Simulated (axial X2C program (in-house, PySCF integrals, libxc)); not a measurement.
# Linear NGeO²⁺ at several levels

One table from this session's results is given with a row withheld; the runs are named, their logs left out.

Method: all-electron X2C, two-component (2c) or spin-free, N dyall-av3z, Ge dyall-v3z, O dyall-av3z; program: an in-house X2C program for linear molecules on PySCF integrals.

All values are calculated.

2 further runs of the same task are left out: 2 set aside as unsound or not needed.

The first run:

Input file task.json:

```json
{"zs": [7, 32, 8], "q": 2, "bas": ["dyall-av3z", "dyall-v3z", "dyall-av3z"], "r0": [1.71, 1.68], "symm": 0, "scan": ["PBE0", "HF", "r2SCAN"], "levels": ["PBE0", "HF", "TPSSh"], "nst": 2}
```

Keys: zs atomic numbers; q charge; bas basis sets; r0 starting distance in Å; symm equal bonds; scan levels of the two-bond scan; levels methods; nst determinants followed.

Command:

```console
> python solin.py task.json out
```

Masses N 14.003, Ge 73.921, O 15.995 u.

Among the steps run: Scan at PBE0, 2c; Scan at r2SCAN, 2c; Scan at PBE0, spin-free.

One table of the session follows, with a row left open; its other results are not shown here.

| level | lower stretch (cm⁻¹) | upper stretch (cm⁻¹) |
| --- | --- | --- |
| PBE0, 2c | 285.3 | 652.1 |
| r2SCAN, 2c | 304.5 | 661.9 |
| PBE0, spin-free | ? | ? |
| r2SCAN, spin-free | 304.8 | 661.8 |

Q: Estimate the row for PBE0, spin-free from the others.

As computed: lower stretch (cm⁻¹): 284.8; upper stretch (cm⁻¹): 651.0. In the column «lower stretch (cm⁻¹)» it is the lowest.

Scans not shown above were run alike.

A multiply charged ion may be only metastable. The molecule was held linear; bending was not examined, so a bent shape may lie lower. Note: functional without a current term on a determinant with orbital currents, of the molecule or an atom.
